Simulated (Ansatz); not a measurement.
**CuF3 (ReO3 type): a single-point run**

Aim: a sound single-point run of CuF3 (ReO3 type). The structure is shown as the input types it.

Method: DFT PBE, scalar-relativistic, plane waves, PAW, in Ansatz 0.2.0.

6 further runs of the same task are left out: 4 that didn't finish, 2 set aside as unsound or not needed. Runs told in other sessions of the task aren't counted.

## Step 1: The structure to begin with

It takes space group Pm-3m (No. 221, cubic). The conventional cell has a = 3.790 Å, b = 3.790 Å, c = 3.790 Å, α = 90.00°, β = 90.00°, γ = 90.00°. Around Cu (site symmetry m-3m) lie 6 F at 1.89 Å. F (site symmetry 4/mmm) has 2 Cu at 1.89 Å in its first shell of neighbours.

As a file:

```
CELL_PARAMETERS angstrom
3.78977 0.00000 3.78977
0.00000 3.78977 3.78977
0.00000 0.00000 7.57955
ATOMIC_POSITIONS crystal
Cu 0.00000 0.00000 0.00000
F 0.50000 0.00000 0.75000
F 0.00000 0.00000 0.25000
F 0.00000 0.50000 0.75000
Cu 0.00000 0.00000 0.50000
F 0.50000 0.00000 0.25000
F 0.00000 0.00000 0.75000
F 0.00000 0.50000 0.25000
```

## Step 2: The run

File input.yaml:

```yaml
crystal:
  lattice:
    - [3.7897726989, 0.0, 3.7897726989]
    - [0.0, 3.7897726989, 3.7897726989]
    - [0.0, 0.0, 7.5795453978]
  atoms:
    - { symbol: Cu, position: [0.0, 0.0, 0.0], spin: 2.0 }
    - { symbol: F, position: [0.5, 0.0, 0.75] }
    - { symbol: F, position: [0.0, 0.0, 0.25] }
    - { symbol: F, position: [0.0, 0.5, 0.75] }
    - { symbol: Cu, position: [0.0, 0.0, 0.5], spin: -2.0 }
    - { symbol: F, position: [0.5, 0.0, 0.25] }
    - { symbol: F, position: [0.0, 0.0, 0.75] }
    - { symbol: F, position: [0.0, 0.5, 0.25] }
basis:
  ecutwfc: 420
  ecutrho_ratio: 4
kpoints:
  mp_grid: { grid: [10, 10, 5] }
hamiltonian:
  xc: pbe
scf:
  occupations: { method: gaussian, width: 0.05 }
  max_iter: 60
output:
  forces: true
  stress: true
```

The run is started by

```bash
$ ansatz run input.yaml --threads 2 --pin off --max-ram 2662MiB --backend cpu --events-out ev --progress --plain --runs-dir out
```

What happens when this is run?

The run ended at the input check. Its message: «inconsistent input (magnetization.spin_polarized): false but per-atom `spin:`, `per_species`, `initial_magnetization`, `magnetic_field`, or `spin_locking` is set»

Look at the input: magnetization.spin_polarized is missing. The atoms carry spins in the input while the run has one spin channel.

What to do: set magnetization.spin_polarized to true.
